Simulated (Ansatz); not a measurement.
# Nb in Ansatz: convergence with k mesh

Aim: find how far k mesh must go before the results for Nb settle, at PBE. This setting moves, with any that are tied to it; all else stays.

Everything below comes from runs of Ansatz 0.2.0. Logs are shortened: lines on timing, memory, paths and dates and some standing lists are left out, and cuts for length are marked.

## (1) The slab as given

The cell holds a slab with vacuum, 5 atoms: a = 2.882 Å, b = 2.882 Å, c = 24.413 Å, α = 90.00°, β = 90.00°, γ = 109.47°.

The slab is cut from a database's or a generator's crystal, which needn't be the stable form of the element.

## (2) With k mesh 3 × 3 × 1

File input.yaml:

```yaml
crystal:
  lattice:
    - [2.8820459413, 0.0, 0.0]
    - [-0.9606819804, 2.7172189717, 0.0]
    - [0.0, 0.0, 24.4127226284]
  atoms:
    - { symbol: Nb, position: [0.5, 0.5, 0.3072168604] }
    - { symbol: Nb, position: [0.0, 0.0, 0.4036084302] }
    - { symbol: Nb, position: [0.5, 0.5, 0.5] }
    - { symbol: Nb, position: [0.0, 0.0, 0.5963915698] }
    - { symbol: Nb, position: [0.5, 0.5, 0.6927831396] }
  periodic: [true, true, false]
hamiltonian:
  xc: pbe
  pseudopotentials: { kind: nc }
kpoints:
  mp_grid: { grid: [3, 3, 1] }
scf:
  occupations: { method: fermi_dirac, width: 0.1 }
output:
  forces: true
  eigenvalues: true
```

Potentials or basis: Ansatz NC.

Run with:

```console
$ ansatz run input.yaml --threads 4 --pin off --max-ram 11264MiB --backend cpu --events-out ev --progress --plain --runs-dir out
```

It took 15 s on 4 threads of Intel Xeon at 2.70GHz, shared host; peak memory 1.5 GiB.

Results:

| Quantity | Value |
| --- | --- |
| Free energy | -9029.3023 eV |
| Largest force | 0.458 eV/Å |
| Band gap on the k mesh | none (metal or under the smearing width) |

## (3) With k mesh 4 × 4 × 1

input.yaml: that of step 2 with these lines changed.

```diff
@@ -16,3 +16,3 @@
 kpoints:
-  mp_grid: { grid: [3, 3, 1] }
+  mp_grid: { grid: [4, 4, 1] }
 scf:
```

Potentials or basis: Ansatz NC.

Run with:

```console
$ ansatz run input.yaml --threads 4 --pin off --max-ram 11264MiB --backend cpu --events-out ev --progress --plain --runs-dir out
```

Run time: 17 s. Hardware: 4 threads of Intel Xeon at 2.70GHz, shared host; peak memory 1.7 GiB.

What came out:

```yaml
Free_energy: -9028.7428 eV
Largest_force: 0.481 eV/Å
Band_gap_on_the_k_mesh: none (metal or under the smearing width)
```

## (4) With k mesh 5 × 5 × 1

input.yaml: that of step 3 with these lines changed.

```diff
@@ -16,3 +16,3 @@
 kpoints:
-  mp_grid: { grid: [4, 4, 1] }
+  mp_grid: { grid: [5, 5, 1] }
 scf:
```

Run with:

```console
$ ansatz run input.yaml --threads 4 --pin off --max-ram 11264MiB --backend cpu --events-out ev --progress --plain --runs-dir out
```

It took 19 s on 4 threads of Intel Xeon at 2.70GHz, shared host; peak memory 1.8 GiB.

What came out:

```
Free energy            : -9028.8730 eV
Largest force          : 0.550 eV/Å
Band gap on the k mesh : none (metal or under the smearing width)
```

## (5) With k mesh 6 × 6 × 1

input.yaml: that of step 4 with these lines changed.

```diff
@@ -16,3 +16,3 @@
 kpoints:
-  mp_grid: { grid: [5, 5, 1] }
+  mp_grid: { grid: [6, 6, 1] }
 scf:
```

Run with:

```console
$ ansatz run input.yaml --threads 4 --pin off --max-ram 11264MiB --backend cpu --events-out ev --progress --plain --runs-dir out
```

Run time: 28 s. Hardware: 4 threads of Intel Xeon at 2.70GHz, shared host; peak memory 1.9 GiB.

Results:

- Free energy: -9028.9022 eV
- Largest force: 0.542 eV/Å
- Band gap on the k mesh: none (metal or under the smearing width)

## (6) With k mesh 7 × 7 × 1

input.yaml: that of step 5 with these lines changed.

```diff
@@ -16,3 +16,3 @@
 kpoints:
-  mp_grid: { grid: [6, 6, 1] }
+  mp_grid: { grid: [7, 7, 1] }
 scf:
```

Potentials or basis: Ansatz NC.

Run with:

```console
$ ansatz run input.yaml --threads 4 --pin off --max-ram 11264MiB --backend cpu --events-out ev --progress --plain --runs-dir out
```

Wall time 33 s (4 threads of Intel Xeon at 2.70GHz, shared host); peak memory 1.9 GiB.

Results (log left out):

```
Free energy            : -9028.9120 eV
Largest force          : 0.541 eV/Å
Band gap on the k mesh : none (metal or under the smearing width)
```

## (7) With k mesh 9 × 9 × 1

input.yaml: that of step 6 with these lines changed.

```diff
@@ -16,3 +16,3 @@
 kpoints:
-  mp_grid: { grid: [7, 7, 1] }
+  mp_grid: { grid: [9, 9, 1] }
 scf:
```

Run with:

```console
$ ansatz run input.yaml --threads 4 --pin off --max-ram 11264MiB --backend cpu --events-out ev --progress --plain --runs-dir out
```

Run time: 51 s. Hardware: 4 threads of Intel Xeon at 2.70GHz, shared host; peak memory 2.2 GiB.

Results (log left out):

| Item | Value |
| --- | --- |
| Free energy | -9028.9117 eV |
| Largest force | 0.489 eV/Å |
| Band gap on the k mesh | none (metal or under the smearing width) |

## (8) With k mesh 11 × 11 × 1

input.yaml: that of step 7 with these lines changed.

```diff
@@ -16,3 +16,3 @@
 kpoints:
-  mp_grid: { grid: [9, 9, 1] }
+  mp_grid: { grid: [11, 11, 1] }
 scf:
```

Run with:

```console
$ ansatz run input.yaml --threads 4 --pin off --max-ram 11264MiB --backend cpu --events-out ev --progress --plain --runs-dir out
```

It took 77 s on 4 threads of Intel Xeon at 2.70GHz, shared host; peak memory 2.5 GiB.

The run converged. Its results:

```yaml
Free_energy: -9028.9160 eV
Largest_force: 0.535 eV/Å
Band_gap_on_the_k_mesh: none (metal or under the smearing width)
```

## (9) With k mesh 13 × 13 × 1

input.yaml: that of step 8 with these lines changed.

```diff
@@ -16,3 +16,3 @@
 kpoints:
-  mp_grid: { grid: [11, 11, 1] }
+  mp_grid: { grid: [13, 13, 1] }
 scf:
```

Potentials or basis: Ansatz NC.

Run with:

```console
$ ansatz run input.yaml --threads 4 --pin off --max-ram 11264MiB --backend cpu --events-out ev --progress --plain --runs-dir out
```

Run time: 97 s. Hardware: 4 threads of Intel Xeon at 2.70GHz, shared host; peak memory 2.8 GiB.

It converged, with:

| Property | Result |
| --- | --- |
| Free energy | -9028.9130 eV |
| Largest force | 0.507 eV/Å |
| Band gap on the k mesh | none (metal or under the smearing width) |

## (10) With k mesh 16 × 16 × 1

input.yaml: that of step 9 with these lines changed.

```diff
@@ -16,3 +16,3 @@
 kpoints:
-  mp_grid: { grid: [13, 13, 1] }
+  mp_grid: { grid: [16, 16, 1] }
 scf:
```

Potentials or basis: Ansatz NC.

Run with:

```console
$ ansatz run input.yaml --threads 4 --pin off --max-ram 11264MiB --backend cpu --events-out ev --progress --plain --runs-dir out
```

Standard output:

```text
Warning: crystal.periodic: the lattice vector that does not repeat stood 0.000° off the slab's normal, 24.413 Å along it as the deck builds it. The run solves the slab on a vector along the normal, 42.625 Å long, with every atom where it was (on the deck's vector they left 15.00 Å outside them, and the widest stretch free of ions among them is 2.35 Å). A fractional position that the run reports is one of the run's cell, which starts as this one, and not of the deck's: it goes into a deck with that cell's vectors. The slab on that cell runs as it stands in a deck that lists each atom with its symbol and moment, types crystal.periodic and leaves out crystal.checkpoint, crystal.saddle_side, crystal.structure_sha256, crystal.space_group, crystal.setting, crystal.reduce_to_primitive, crystal.supercell, crystal.defects and each atom's wyckoff. Where those keys changed the vectors of the plane, lay the indices of each lattice_plane and lattice_line anew on these rows. Along the normal they count this vector already. An outside_sphere can name other atoms there (type this run's as sites). In the order of the run's atom list the slab is: crystal.lattice: [[2.8820459413, 0.0, 0.0], [-0.9606819804, 2.7172189717, 0.0], [0.0, -0.0, 42.62544525794767]]; position: [0.5, 0.5, 0.17595124119705666]; position: [0.0, 0.0, 0.2311572488528875]; position: [0.5, 0.5, 0.28636325650871836]; position: [0.0, 0.0, 0.3415692641645492]; position: [0.5, 0.5, 0.3967752718203801];
Warning: RAYON_NUM_THREADS=4 ignored (pool sized by the plan → 4); use --threads N
crystal.periodic: the lattice vector that does not repeat stood 0.000° off the slab's normal, 24.413 Å along it as the deck builds it. The run solves the slab on a vector along the normal, 42.625 Å long, with every atom where it was (on the deck's vector they left 15.00 Å outside them, and the widest stretch free of ions among them is 2.35 Å). A fractional position that the run reports is one of the run's cell, which starts as this one, and not of the deck's: it goes into a deck with that cell's vectors. The slab on that cell runs as it stands in a deck that lists each atom with its symbol and moment, types crystal.periodic and leaves out crystal.checkpoint, crystal.saddle_side, crystal.structure_sha256, crystal.space_group, crystal.setting, crystal.reduce_to_primitive, crystal.supercell, crystal.defects and each atom's wyckoff. Where those keys changed the vectors of the plane, lay the indices of each lattice_plane and lattice_line anew on these rows. Along the normal they count this vector already. An outside_sphere can name other atoms there (type this run's as sites). In the order of the run's atom list the slab is: crystal.lattice: [[2.8820459413, 0.0, 0.0], [-0.9606819804, 2.7172189717, 0.0], [0.0, -0.0, 42.62544525794767]]; position: [0.5, 0.5, 0.17595124119705666]; position: [0.0, 0.0, 0.2311572488528875]; position: [0.5, 0.5, 0.28636325650871836]; position: [0.0, 0.0, 0.3415692641645492]; position: [0.5, 0.5, 0.3967752718203801];
Engine: ansatz 0.2.0, x86_64-unknown-linux-gnu
Pseudopotentials: kind: nc
Pseudopotential: Nb, nc, valence charge 13, recommended cutoff 1115.666836 eV (normal), Nb.nc.azcp
Functional definition: PBE
  parameter kappa = 0.804
  parameter beta = 0.06672455060314922
  exchange = pbe_x(kappa = kappa, mu = beta*pi^2/3)
  correlation = pbe_c(beta = beta)
Crystal: 5 atoms, lattice volume = 333.806 Å³
Basis set: ecut = 1115.666836 eV, 28125 PW (Γ), exchange–correlation on 64×64×960 points (8 copies of the dense FFT grid, shifted against one another)
Bands: 39, of which v1, the nominal top of the filled ones, is band 33 counted from 1 (32 counted from 0)
Symmetry: 8 space group operations
Space group: Cmmm (ITA 65), of the structure as read, at distance tolerance 6.9e-5 Å
k-points: 73 of 256
Non-local potential: Nb, projectors of the file, l = 0: 2, l = 1: 2, l = 2: 2, l = 3: 1
Initial density: superposition of atomic densities (neutral atoms: chi_scale 0, normalization atom)
Initial wavefunctions: pseudopotential atomic-orbital guess
Functional: x = pbe(κ = 0.804, μ = 0.2195149727645171), c = pbe(β = 0.06672455060314922)
SCF iter   1: F=—  HF=-9033.497000 eV  |F-HF|=—  |Δ(HF+E_count)|=         —  Δρ=4.88e-2  dr2=8.01e1  ethr=3.10e-3  ⟨swp⟩=17.7  Hψ=23928  notcnv=0
preconditioner: auto → LDOS  [metal: Δε(μ)=0.010 eV  Ē_g=3.735 eV  σ=0.100 eV  W_gap=0.03  n_scr=28 (ndim 8)  ℏωp=10.2 eV  f_vac=0.667  D(μ)=4.16/eV (n_scr^D=20)  β→1.0]
SCF iter   2: F=—  HF=-9029.600588 eV  |F-HF|=—  |Δ(HF+E_count)|=    3.90e0  Δρ=2.07e-2  dr2=3.31e1  ethr=3.10e-3  ⟨swp⟩=9.2  Hψ=11008  notcnv=0  defer=27
SCF iter   3: F=—  HF=-9028.936506 eV  |F-HF|=—  |Δ(HF+E_count)|=   6.64e-1  Δρ=5.29e-3  dr2=1.36e-1  ethr=3.10e-3  ⟨swp⟩=7.0  Hψ=6211  notcnv=0  defer=24
SCF iter   4: F=—  HF=-9028.913103 eV  |F-HF|=—  |Δ(HF+E_count)|=   2.34e-2  Δρ=8.23e-4  dr2=3.63e-2  ethr=2.10e-4  ⟨swp⟩=5.3  Hψ=8352  notcnv=0  defer=5
SCF iter   5: F=—  HF=-9028.913216 eV  |F-HF|=—  |Δ(HF+E_count)|=   1.13e-4  Δρ=1.62e-4  dr2=1.15e-3  ethr=5.58e-5  ⟨swp⟩=2.1  Hψ=3877  notcnv=0
SCF iter   6: F=—  HF=-9028.913308 eV  |F-HF|=—  |Δ(HF+E_count)|=   9.29e-5  Δρ=4.25e-5  dr2=3.81e-5  ethr=1.77e-6  ⟨swp⟩=4.7  Hψ=7279  notcnv=0
SCF iter   7: F=—  HF=-9028.913592 eV  |F-HF|=—  |Δ(HF+E_count)|=   2.84e-4  Δρ=1.18e-5  dr2=8.97e-7  ethr=5.86e-8  ⟨swp⟩=5.0  Hψ=7807  notcnv=0
SCF iter   8: F=-9028.913592 eV  HF=-9028.913592 eV  |F-HF|=3.25e-8  |Δ(HF+E_count)|=   8.26e-8  Δρ=4.48e-6  dr2=6.84e-8  ethr=1.54e-10  ⟨swp⟩=30.9  Hψ=33619  notcnv=0
SCF 1 converged in 8 iterations: F = -9028.913592 eV  dr2 = 6.84e-8
SCF converged after 8 iterations
Free energy (F): -9028.913592 eV
Harris-Foulkes:  -9028.913592 eV  (|F-HF|=3.25e-8)
Internal energy: -9028.670772 eV  (E = F + TS)
E sigma→0 (E₀):  -9028.792182 eV
Entropy (-TS):   -0.242820 eV (-48.564 meV/atom)
Fermi energy:    -4.532635 eV
--- Per-component energies (eV) ---
  E_band       = -1792.746041
  E_kinetic    = 2463.562534
  E_local      = -335764.177300  (includes V_loc(G=0)·N_el)
  E_nonlocal   = 1054.343355
  E_hartree    = 165877.348676
  E_xc         = -2294.773261
  E_vxc        = -1301.206042  (∫ρ·V_xc dr)
  E_ewald      = 159635.025224
  E_smearing   = -0.242820  (= −TS)
  E_closure    = -0.000000  (closes the sum)
  Σ components = -9028.913592   (vs F -9028.913592, Δ=0.00e0)
--- Forces (eV/Å), atoms counted from 1 ---
  atom   1  Nb     0.00000000    -0.00000000     0.51542809
  atom   2  Nb     0.00000000     0.00000000    -0.36593884
  atom   3  Nb    -0.00000000     0.00000000     0.00000000
  atom   4  Nb    -0.00000000    -0.00000000     0.36593884
  atom   5  Nb    -0.00000000     0.00000000    -0.51542809
  max |Σ_I F_I| component: 3.31e-24 eV/Å
--- Band table (eV; the first three rows and the last of 73) ---
  k-point 0: bands = ["-59.1599", "-59.1594", "-58.8990", "-58.8391", "-58.7371", "-35.5869", "-35.4843", "-35.1589", "-34.8259", "-34.8206", "-34.7857", "-34.6019", "-34.5787", "-34.5787", "-34.4729", "-34.4382", "-34.3326", "-34.3302", "-34.3298", "-34.2685", "-10.1425", "-9.4306", "-8.5740", "-8.1245", "-8.1193", "-6.0757", "-5.8345", "-5.3888", "-4.9687", "-4.8631", "-4.8326", "-4.4301", "-4.3782", "-4.2765", "-3.9362", "-3.7613", "-3.1760", "-2.8680", "-1.9906"]
  k-point 1: bands = ["-59.1553", "-59.1549", "-58.8937", "-58.8352", "-58.7344", "-35.5748", "-35.4782", "-35.1632", "-34.8629", "-34.8353", "-34.7795", "-34.6102", "-34.5988", "-34.5966", "-34.5088", "-34.4206", "-34.3606", "-34.3480", "-34.3396", "-34.2859", "-10.0274", "-9.3210", "-8.4622", "-8.0077", "-8.0070", "-6.0476", "-5.8129", "-5.3745", "-5.0087", "-4.8881", "-4.8205", "-4.5532", "-4.3998", "-4.2466", "-3.9260", "-3.8991", "-3.1277", "-3.0815", "-2.0829"]
  k-point 2: bands = ["-59.1423", "-59.1419", "-58.8782", "-58.8241", "-58.7268", "-35.5400", "-35.4618", "-35.1796", "-34.9481", "-34.8896", "-34.7991", "-34.6581", "-34.6437", "-34.6212", "-34.5790", "-34.4417", "-34.4176", "-34.3782", "-34.3723", "-34.3096", "-9.6984", "-9.0156", "-8.1601", "-7.6936", "-7.6882", "-5.9808", "-5.7684", "-5.3417", "-5.1482", "-5.0229", "-4.8640", "-4.7207", "-4.5576", "-4.3022", "-3.9959", "-3.8046", "-3.6540", "-2.8363", "-2.1715"]
  k-point 72: bands = ["-58.9650", "-58.9648", "-58.6892", "-58.6523", "-58.5692", "-35.6732", "-35.6662", "-35.4713", "-35.3566", "-35.2707", "-35.2614", "-35.2477", "-35.2076", "-35.2062", "-35.0489", "-34.9402", "-34.8974", "-34.7400", "-34.6731", "-34.4130", "-7.9902", "-7.9565", "-7.9267", "-7.6034", "-7.4696", "-7.2566", "-7.2557", "-6.1352", "-5.8722", "-5.0379", "-4.6448", "-3.6744", "-2.8144", "-2.7811", "-2.7033", "-1.9271", "-1.8298", "-1.7466", "-1.7439"]
```

Wall time 2.4 min (4 threads of Intel Xeon at 2.70GHz, shared host); peak memory 3.2 GiB.

What came out:

```yaml
Free_energy: -9028.9136 eV
Largest_force: 0.515 eV/Å
Band_gap_on_the_k_mesh: none (metal or under the smearing width)
```

## (11) The series at a glance

| k mesh | energy less the tightest run, at zero smearing (meV/atom) | largest force (eV/Å) | SCF cycles | CPU time (s) | peak memory (GiB) |
| --- | --- | --- | --- | --- | --- |
| 3 × 3 × 1 | -78.41 | 0.458 | 10 | 39 | 1.5 |
| 4 × 4 × 1 | 33.28 | 0.481 | 9 | 60 | 1.7 |
| 5 × 5 × 1 | 8.36 | 0.550 | 8 | 65 | 1.8 |
| 6 × 6 × 1 | 4.16 | 0.542 | 9 | 99 | 1.9 |
| 7 × 7 × 1 | 2.15 | 0.541 | 9 | 110 | 1.9 |
| 9 × 9 × 1 | -0.25 | 0.489 | 8 | 180 | 2.2 |
| 11 × 11 × 1 | -0.67 | 0.535 | 9 | 290 | 2.5 |
| 13 × 13 × 1 | 0.55 | 0.507 | 9 | 360 | 2.8 |
| 16 × 16 × 1 | 0.00 | 0.515 | 8 | 550 | 3.2 |

Against the tightest run, the energy stays within 1 meV/atom from 9 × 9 × 1 on. Not settled before the last step: the largest force (to 0.005 eV/Å). Meshes of other sizes hit other points, so gaps and Fermi surfaces needn't settle smoothly. The tightest run that finished is the yardstick and may itself not be fully converged.
